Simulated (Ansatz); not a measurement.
# AlGaHO: the cost of one run

Method: the settings change from run to run; program: Ansatz 0.2.0, Gaussian basis.

28 further runs of the same task are left out: 1 for a known fault of the program, 11 that didn't finish, 16 set aside as unsound or not needed.

### 1 The system

The geometry is a PBE0/def2-TZVP stationary point (not a proven minimum) of the parent state, kept for this charge and spin. No spin-orbit coupling is included. The filled d shell of Ga may be among the frozen orbitals whatever the setting's name suggests; the logs give the count.

4 atoms, charge 0, spin multiplicity 6.

Atoms are counted from 1 here; the program's logs count them from 0.

Bond lengths: Ga1–Al2 2.313 Å, Al2–O3 1.646 Å, O3–H4 0.946 Å. Angles: Ga1–Al2–O3 180.0°, Al2–O3–H4 180.0°.

### 2 CISD/def2-mTZVP

Input file in.yaml:

```yaml
crystal:
  periodic: [false, false, false]
  atoms:
    - {symbol: Ga, position_ang: [0.000000, 0.000000, -2.794000]}
    - {symbol: Al, position_ang: [0.000000, 0.000000, -0.481200]}
    - {symbol: O, position_ang: [0.000000, 0.000000, 1.164800]}
    - {symbol: H, position_ang: [0.000000, 0.000000, 2.110400]}
basis:
  gaussian: {orbitals: def2-mTZVP}
magnetization: {spin_polarized: false, initial_magnetization: 5}
correlation: {active_space: {ras: {orbitals: [4, 5, 56], electrons: 13, max_holes: 2, max_particles: 2}, fixed_orbitals: true}}
```

Started as:

```sh
> ansatz run in.yaml --threads 1 --pin off --events-out ev --progress --plain --max-ram 2393MiB
```

Q: Estimate wall time and peak memory on 1 thread of Arm Neoverse V2, shared host.

About 1.8 min, with a peak of 0.32 GiB.
